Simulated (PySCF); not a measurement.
# CuF₅ (-3): ligand-field states

What do calculations give for the ligand-field states of CuF₅ (-3)?

Computed with PySCF 2.14.0 and routines of our own; the level stands in each step. Atoms count from 0.

### 1 The system as given

6 atoms, charge -3, states of the metal's open shell are computed; geometry from: model start, shaken.

### 2 Optimising the geometry at PBE0-D3(BJ)/def2-TZVP

What the job is given:

```
{"job": {"xc": "PBE0", "basis": "def2-TZVP", "d3": "d3bj", "grid": 1, "maxiter": 45, "solvent": "water", "kind": "geom"}, "charge": -3, "metal": "Cu", "open_shell": "d9"}
Cu     0.000020     0.004480    -0.004110
F     -0.013360    -0.006820     1.955130
F      0.000900     0.020100    -1.977380
F      1.960690     0.007350     0.005350
F     -0.983420     1.692110    -0.000440
F     -0.974570    -1.726230    -0.006860
```

Run with:

```sh
OMP_NUM_THREADS=1 python lf_run.py task.json out
```

This one command runs all jobs of the session in turn.

Log:

```text
step   0  E = -2139.76672274  max force = 0.011899
step   1  E = -2139.76864592  max force = 0.005596
step   2  E = -2139.76979113  max force = 0.002186
step   3  E = -2139.77002296  max force = 0.001403
step   4  E = -2139.77014582  max force = 0.002018
step   5  E = -2139.77030328  max force = 0.002499
step   6  E = -2139.77049353  max force = 0.002969
step   7  E = -2139.77061655  max force = 0.002863
step   8  E = -2139.77078049  max force = 0.002886
step   9  E = -2139.77100007  max force = 0.002832
step  10  E = -2139.77124062  max force = 0.002870
step  11  E = -2139.77185848  max force = 0.007434
step  12  E = -2139.77255993  max force = 0.002082
step  13  E = -2139.77333398  max force = 0.001637
step  14  E = -2139.77306310  max force = 0.005650
step  15  E = -2139.77362987  max force = 0.001736
step  16  E = -2139.77366763  max force = 0.001278
step  17  E = -2139.77369799  max force = 0.000733
step  18  E = -2139.77367484  max force = 0.000633
step  19  E = -2139.77369287  max force = 0.000585
step  20  E = -2139.77368585  max force = 0.000404
step  21  E = -2139.77368148  max force = 0.000303
step  22  E = -2139.77368426  max force = 0.000393
step  23  E = -2139.77368432  max force = 0.000346
optimisation converged
```

Wall time 12 min (1 thread of Arm Neoverse V2, shared host); peak memory 1.4 GiB.

The steps of the relaxation: (the energy doesn't fall at every step)

| step | energy from step 0 (eV) | largest force component (eV/Å) |
| --- | --- | --- |
| 0 | 0.0000 | 0.6119 |
| 1 | -0.0523 | 0.2878 |
| 2 | -0.0835 | 0.1124 |
| 3 | -0.0898 | 0.0721 |
| 4 | -0.0931 | 0.1038 |
| 5 | -0.0974 | 0.1285 |
| 6 | -0.1026 | 0.1527 |
| 7 | -0.1060 | 0.1472 |
| 8 | -0.1104 | 0.1484 |
| 9 | -0.1164 | 0.1456 |
| 10 | -0.1229 | 0.1476 |
| 11 | -0.1398 | 0.3823 |
| 12 | -0.1588 | 0.1071 |
| 13 | -0.1799 | 0.0842 |
| 14 | -0.1725 | 0.2905 |
| 15 | -0.1880 | 0.0893 |
| 16 | -0.1890 | 0.0657 |
| 17 | -0.1898 | 0.0377 |
| 18 | -0.1892 | 0.0326 |
| 19 | -0.1897 | 0.0301 |
| 20 | -0.1895 | 0.0208 |
| 21 | -0.1894 | 0.0156 |
| 22 | -0.1894 | 0.0202 |
| 23 | -0.1894 | 0.0178 |

Close pairs (by a distance rule), those that changed most:

| bond | before (Å) | after (Å) | change (Å) |
| --- | --- | --- | --- |
| Cu0–F5 | 1.986 | 2.237 | +0.251 |
| Cu0–F2 | 1.973 | 1.945 | -0.028 |
| Cu0–F3 | 1.961 | 1.945 | -0.016 |
| Cu0–F1 | 1.959 | 1.945 | -0.014 |
| Cu0–F4 | 1.953 | 1.944 | -0.010 |

The end geometry stands in the next job.

| at the end point | value |
| --- | --- |
| point group (found at 0.08 Å tolerance) | C2v |
| rotational constants (GHz, main isotopes) | 2.132, 2.123, 1.787 |
| ⟨S²⟩ | 0.752 |

### 3 Ligand-field states: state-averaged CASSCF in water

What the job is given:

```
{"job": {"kind": "lf", "basis": {"metal": "x2c-TZVPall", "ligand": "x2c-SVPall"}, "nevpt": true, "solvent": "water"}, "charge": -3, "metal": "Cu", "open_shell": "d9"}
Cu     0.000000     0.000000     0.000000
F      1.925628    -0.000000    -0.275734
F     -1.925628     0.000000    -0.275734
F     -0.000000    -1.932203    -0.216008
F      0.000000     1.932203    -0.216008
F     -0.000000    -0.000000     2.237296
```

Method: state-averaged CASSCF of the metal d shell, SC-NEVPT2 on the averaged canonical orbitals, state-interaction spin-orbit coupling.

Log:

```text
basis functions 118, electrons 77, active (9e, 5o)
stage 1: DIIS on the effective Fock matrix, level shift 0.30
cycle   1  E = -2142.8059183393  dE = -2.143e+03  max|g| = 5.150e+00
cycle   2  E = -2146.9384937348  dE = -4.133e+00  max|g| = 3.713e+00
cycle   3  E = -2142.2500037931  dE =  4.688e+00  max|g| = 4.670e+00
cycle   4  E = -2150.4759376297  dE = -8.226e+00  max|g| = 4.150e-01
cycle   5  E = -2150.8086942336  dE = -3.328e-01  max|g| = 2.000e-01
cycle   6  E = -2150.8297414387  dE = -2.105e-02  max|g| = 6.972e-02
cycle   7  E = -2150.8348638418  dE = -5.122e-03  max|g| = 4.767e-02
cycle   8  E = -2150.8417392356  dE = -6.875e-03  max|g| = 3.126e-02
cycle   9  E = -2150.8438328870  dE = -2.094e-03  max|g| = 1.571e-02
cycle  10  E = -2150.8440159843  dE = -1.831e-04  max|g| = 1.263e-02
cycle  11  E = -2150.8439150178  dE =  1.010e-04  max|g| = 1.176e-02
cycle  12  E = -2150.8433546186  dE =  5.604e-04  max|g| = 1.272e-02
cycle  13  E = -2150.8422056772  dE =  1.149e-03  max|g| = 1.951e-02
cycle  14  E = -2150.8394280983  dE =  2.778e-03  max|g| = 2.879e-02
cycle  15  E = -2150.8325434638  dE =  6.885e-03  max|g| = 4.678e-02
stage 2: quasi-Newton rotations from the point of smallest gradient
cycle  17  E = -2150.8448538505  dE = -9.388e-04  max|g| = 8.355e-03
cycle  18  E = -2150.8448678694  dE = -1.402e-05  max|g| = 8.559e-03
cycle  19  E = -2150.8448901757  dE = -2.231e-05  max|g| = 4.000e-04
cycle  20  E = -2150.8448903134  dE = -1.378e-07  max|g| = 3.090e-04
cycle  21  E = -2150.8448903564  dE = -4.296e-08  max|g| = 3.719e-05
cycle  22  E = -2150.8448903598  dE = -3.419e-09  max|g| = 9.894e-06
converged average energy = -2150.8448903598

 mult deg   label        CASSCF/cm-1   NEVPT2/cm-1
   2   1   2A1                 0.0           0.0
   2   1   2A2              7000.3        9555.8
   2   1   2A1              8347.5       10673.9
   2   1   2B1              9223.3       11928.5
   2   1   2B2              9260.6       11992.0

spin-orbit levels / cm-1
      0.00  x2  2A1 0.99
   9540.17  x2  2A2 0.92 2B1 0.04 2B2 0.04
  10317.57  x2  2A1 0.83 2B1 0.09 2B2 0.08
  11851.87  x2  2B1 0.48 2B2 0.45 2A2 0.07
  12904.81  x2  2B2 0.43 2B1 0.39 2A1 0.17
```

It took 4.7 s on 1 thread of Arm Neoverse V2, shared host; peak memory 0.58 GiB.

Key values:

| quantity | value |
| --- | --- |
| spin-orbit constant ζ | 807 cm⁻¹ |

Powder susceptibility:

| T (K) | χT (cm³ K/mol) | μ(eff) |
| --- | --- | --- |
| 2 | 0.488 | 1.98 |
| 5 | 0.488 | 1.98 |
| 10 | 0.488 | 1.98 |
| 20 | 0.489 | 1.98 |
| 30 | 0.490 | 1.98 |
| 50 | 0.492 | 1.98 |
| 75 | 0.494 | 1.99 |
| 100 | 0.497 | 1.99 |
| 150 | 0.501 | 2.00 |
| 200 | 0.505 | 2.01 |
| 250 | 0.510 | 2.02 |
| 300 | 0.514 | 2.03 |

Orbitals, density, ELF and potential are computed afterwards from the orbital file.

The spin density lies nearest to Cu0 94 %.

### 4 Ligand-field states: state-averaged CASSCF (basis x2c-TZVPall) in water

What the job is given:

```
{"job": {"kind": "lf", "basis": "x2c-TZVPall", "nevpt": true, "solvent": "water"}, "charge": -3, "metal": "Cu", "open_shell": "d9"}
Cu     0.000000     0.000000     0.000000
F      1.925628    -0.000000    -0.275734
F     -1.925628     0.000000    -0.275734
F     -0.000000    -1.932203    -0.216008
F      0.000000     1.932203    -0.216008
F     -0.000000    -0.000000     2.237296
```

Level: state-averaged CASSCF of the metal d shell, SC-NEVPT2 on the averaged canonical orbitals, state-interaction spin-orbit coupling.

Log:

```text
basis functions 203, electrons 77, active (9e, 5o)
stage 1: DIIS on the effective Fock matrix, level shift 0.30
cycle   1  E = -2142.9819178152  dE = -2.143e+03  max|g| = 5.280e+00
cycle   2  E = -2147.3225941555  dE = -4.341e+00  max|g| = 3.270e+00
cycle   3  E = -2139.0024008978  dE =  8.320e+00  max|g| = 5.349e+00
cycle   4  E = -2151.1182743516  dE = -1.212e+01  max|g| = 5.239e-01
cycle   5  E = -2151.4686424191  dE = -3.504e-01  max|g| = 1.508e-01
cycle   6  E = -2151.4819175471  dE = -1.328e-02  max|g| = 5.364e-02
cycle   7  E = -2151.4853862564  dE = -3.469e-03  max|g| = 3.984e-02
cycle   8  E = -2151.4932711662  dE = -7.885e-03  max|g| = 2.121e-02
cycle   9  E = -2151.4929182725  dE =  3.529e-04  max|g| = 2.537e-02
cycle  10  E = -2151.4927786006  dE =  1.397e-04  max|g| = 2.099e-02
cycle  11  E = -2151.4915676163  dE =  1.211e-03  max|g| = 2.838e-02
cycle  12  E = -2151.4890714723  dE =  2.496e-03  max|g| = 3.814e-02
cycle  13  E = -2151.4840574327  dE =  5.014e-03  max|g| = 3.954e-02
cycle  14  E = -2151.4720919650  dE =  1.197e-02  max|g| = 6.997e-02
cycle  15  E = -2151.4386137635  dE =  3.348e-02  max|g| = 8.095e-02
stage 2: quasi-Newton rotations from the point of smallest gradient
cycle  17  E = -2151.4956465868  dE = -2.868e-03  max|g| = 4.693e-03
cycle  18  E = -2151.4956688570  dE = -2.227e-05  max|g| = 5.531e-03
cycle  19  E = -2151.4956783407  dE = -9.484e-06  max|g| = 8.371e-04
cycle  20  E = -2151.4956790878  dE = -7.472e-07  max|g| = 2.961e-04
cycle  21  E = -2151.4956792183  dE = -1.305e-07  max|g| = 1.234e-04
cycle  22  E = -2151.4956792374  dE = -1.908e-08  max|g| = 4.287e-05
cycle  23  E = -2151.4956792385  dE = -1.100e-09  max|g| = 5.027e-06
converged average energy = -2151.4956792385

 mult deg   label        CASSCF/cm-1   NEVPT2/cm-1
   2   1   2A1                 0.0           0.0
   2   1   2A2              6777.4        9148.9
   2   1   2A1              8045.5       10206.1
   2   1   2B1              8913.7       11423.5
   2   1   2B2              8950.1       11483.7

spin-orbit levels / cm-1
      0.00  x2  2A1 0.99
   9130.70  x2  2A2 0.91 2B1 0.04 2B2 0.04
   9846.03  x2  2A1 0.82 2B1 0.10 2B2 0.08
  11359.06  x2  2B1 0.47 2B2 0.44 2A2 0.08
  12409.55  x2  2B2 0.43 2B1 0.39 2A1 0.18
```

Run time: 12 s. Hardware: 1 thread of Arm Neoverse V2, shared host; peak memory 0.69 GiB.

In short:

| quantity | value |
| --- | --- |
| spin-orbit constant ζ | 807 cm⁻¹ |

Powder susceptibility:

| T (K) | χT (cm³ K/mol) | μ(eff) |
| --- | --- | --- |
| 2 | 0.493 | 1.99 |
| 20 | 0.494 | 1.99 |
| 100 | 0.502 | 2.00 |
| 300 | 0.520 | 2.04 |

### 5 The runs side by side

From the NEVPT2 states (cm⁻¹; the spread is that of the fitted one-electron ligand-field levels):

| step | setting | ground state | next state | orbital spread | ζ | μ(eff), 300 K |
| --- | --- | --- | --- | --- | --- | --- |
| 3 | as given | 2A1 | 2A2 at 9556 | 11992 | 807 | 2.03 |
| 4 | basis x2c-TZVPall | 2A1 | 2A2 at 9149 | 11484 | 807 | 2.04 |

### 6 Outcome

| quantity | value |
| --- | --- |
| point group | C2v |
| rotational constants (main isotopes) | 2.13, 2.12, 1.79 GHz |
| spin-orbit constant ζ (step 3, state-averaged CASSCF in water) | 807 cm⁻¹ |
| ground multiplicity, μ(eff) at 300 K (step 3, 5 donors at 1.94 to 2.24 Å) | 2, 2.03 μB |
| ground multiplicity, μ(eff) at 300 K (step 4, 5 donors at 1.94 to 2.24 Å) | 2, 2.04 μB |

The optimisation took 23 steps and gained 0.189 eV; among the close pairs (by a distance rule), Cu0–F5 changed most, from 1.986 to 2.237 Å. In step 3, χT goes from 0.49 at 2 K to 0.51 cm³ K/mol at 300 K: nearly flat, so one level governs the whole range.
